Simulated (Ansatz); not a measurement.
# C3H8MgO: the cost of one run

The runs use Ansatz 0.2.0, Gaussian basis; the settings change from run to run.

**1. The relaxed structure**

The geometry comes from an earlier relaxation with PBE0-D4 in a triple-zeta def2 set; it is a stationary point, not always the lowest conformer.

SMILES `CC(C)[O][MgH]`, 13 atoms, charge 0, spin multiplicity 1.

Atoms are counted from 1 here; the program's logs count them from 0.

Bond lengths: C1–C2 1.521 Å, C1–H6 1.092 Å, C1–H7 1.094 Å, C1–H8 1.093 Å, C2–C3 1.521 Å, C2–O4 1.382 Å, C2–H9 1.104 Å, C3–H10 1.094 Å, C3–H11 1.093 Å, C3–H12 1.092 Å, O4–Mg5 1.766 Å, Mg5–H13 1.691 Å. Angles: C2–C1–H6 110.3°, C2–C1–H7 110.0°, C2–C1–H8 111.5°, H6–C1–H7 108.3°, H6–C1–H8 108.3°, H7–C1–H8 108.3°, C1–C2–C3 111.2°, C1–C2–O4 110.7°, C1–C2–H9 107.6°, C3–C2–O4 110.6°, C3–C2–H9 107.6°, O4–C2–H9 109.0°, C2–C3–H10 110.0°, C2–C3–H11 111.5°, C2–C3–H12 110.3°, H10–C3–H11 108.3°, H10–C3–H12 108.3°, H11–C3–H12 108.3° and more.

**2. PBE-QIDH/def2-TZVPP**

Contents of in.yaml:

```yaml
crystal:
  periodic: [false, false, false]
  atoms:
    - {symbol: C, position_ang: [-0.569407, -0.578679, -1.289546]}
    - {symbol: C, position_ang: [-0.380038, -0.328851, 0.198754]}
    - {symbol: C, position_ang: [0.858489, -1.039978, 0.721826]}
    - {symbol: O, position_ang: [-0.310775, 1.026506, 0.460642]}
    - {symbol: Mg, position_ang: [-0.094855, 2.763066, 0.698747]}
    - {symbol: H, position_ang: [-1.465433, -0.067688, -1.649213]}
    - {symbol: H, position_ang: [0.291429, -0.194975, -1.845958]}
    - {symbol: H, position_ang: [-0.671247, -1.645475, -1.506898]}
    - {symbol: H, position_ang: [-1.254510, -0.751406, 0.722650]}
    - {symbol: H, position_ang: [1.749727, -0.666059, 0.208284]}
    - {symbol: H, position_ang: [0.797568, -2.120002, 0.562126]}
    - {symbol: H, position_ang: [0.977595, -0.857028, 1.792181]}
    - {symbol: H, position_ang: [0.091854, 4.425868, 0.941107]}
basis:
  gaussian: {orbitals: def2-TZVPP}
hamiltonian: {xc: {name: PBE-QIDH}}
output: {forces: true}
```

Command:

```console
$ ansatz run in.yaml --threads 4 --pin off --events-out ev --progress --plain --max-ram 10444MiB
```

Q: Estimate wall time and peak memory on 4 threads of Arm Neoverse V2, shared host.

About 13 s, with a peak of 0.93 GiB.
